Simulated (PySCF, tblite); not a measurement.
# C5H12AlNSe: geometry, infrared bands and NMR shifts

Aim: predict the infrared bands and NMR shifts of C5H12AlNSe (`CCCC[Se]C#[N+][AlH3-]`).

The runs use tblite 0.8.0 and PySCF 2.14.0, with density-fitted response routines of our own; the level of theory stands in each step. All values are computed, except where a source is named. Atoms are numbered from 0 throughout.

## (1) The molecule as given

20 atoms, charge 0, multiplicity 1; geometry from: force field or distance geometry start.

Bonds of the start (Å): C0–C1 1.51, C1–C2 1.53, C2–C3 1.51, C3–Se4 1.91, Se4–C5 1.89, C5–N6 1.16, N6–Al7 1.90, C0–H8 1.09, C0–H9 1.10, C0–H10 1.13, C1–H11 1.11, C1–H12 1.11, C2–H13 1.10, C2–H14 1.12, C3–H15 1.13, C3–H16 1.09, Al7–H17 1.60, Al7–H18 1.59, Al7–H19 1.59.

## (2) Relaxing the molecule with GFN2-xTB

What the job is given:

```
{"job": {"kind": "relax", "xc": "GFN2-xTB", "basis": "xTB"}, "charge": 0, "multiplicity": 1}
C     -3.653800    -0.173700     0.660100
C     -2.550800    -0.514200    -0.307800
C     -1.474600     0.564700    -0.376600
C     -0.448300     0.082200    -1.379000
Se     1.002400     1.298400    -1.626700
C      2.570300     0.715600    -0.752900
N      3.546200     0.369700    -0.227400
Al     5.123400    -0.191300     0.661600
H     -3.431400    -0.639600     1.624500
H     -3.759200     0.923000     0.708900
H     -4.615500    -0.576400     0.212200
H     -2.062300    -1.482900    -0.097300
H     -2.967800    -0.582600    -1.333200
H     -1.967300     1.500300    -0.669600
H     -1.031500     0.663400     0.651100
H     -0.035300    -0.868500    -0.926600
H     -0.952600    -0.097200    -2.326400
H      5.677000     0.997500     1.577400
H      6.207300    -0.514500    -0.454100
H      4.818600    -1.463200     1.559400
```

Run with:

```
> OMP_NUM_THREADS=1 python probes_run.py task.json out
```

One launch serves the whole session: the jobs run in the order shown.

**Question.** This job is followed by: GFN2-xTB harmonic vibrations, gas phase; GIAO PBE0/pcSseg-1 NMR shielding, non-relativistic, gas phase. What will the session give for the following? strongest single infrared mode (GFN2-xTB); zero-point energy (GFN2-xTB); 13C shifts against TMS (PBE0/pcSseg-1); 1H shifts against TMS (PBE0/pcSseg-1, means over atoms taken as alike); 77Se shifts against Me2Se (PBE0/pcSseg-1); 15N shifts against NH3 (PBE0/pcSseg-1); 27Al shifts against AlH4- (PBE0/pcSseg-1).

As calculated:

| quantity | value |
| --- | --- |
| strongest single infrared mode (GFN2-xTB) | 739 cm⁻¹, 760 km/mol |
| zero-point energy (GFN2-xTB) | 93.2 kcal/mol |
| 13C shifts against TMS (PBE0/pcSseg-1) | 142.4, 45.2, 41.7, 28.5, 18.1 ppm |
| 1H shifts against TMS (PBE0/pcSseg-1, means over atoms taken as alike) | 4.32, 3.25, 2.48, 1.42, 1.36 ppm |
| 77Se shifts against Me2Se (PBE0/pcSseg-1) | 121 ppm |
| 15N shifts against NH3 (PBE0/pcSseg-1) | 295.2 ppm |
| 27Al shifts against AlH4- (PBE0/pcSseg-1) | 62.0 ppm |

What this shows: Relaxing lowered the energy by 1.105 eV in 261 steps; the close pair that moved most is Se4–C5, from 1.887 to 1.780 Å. All 54 modes are real, so the xTB geometry is a minimum. The strongest single mode, at 739 cm⁻¹, is spread over several atoms, H18, H19, H17 among them. Unscaled tight-binding wavenumbers are off by several per cent, some by more. Its intensities can rank the bands wrongly. At PBE0/pcSseg-1: The largest span, 809 ppm, is at Se4, where the paramagnetic term is -1358 ppm. Spin-orbit coupling is left out, which matters for shieldings and couplings at and beside the heavy atoms.
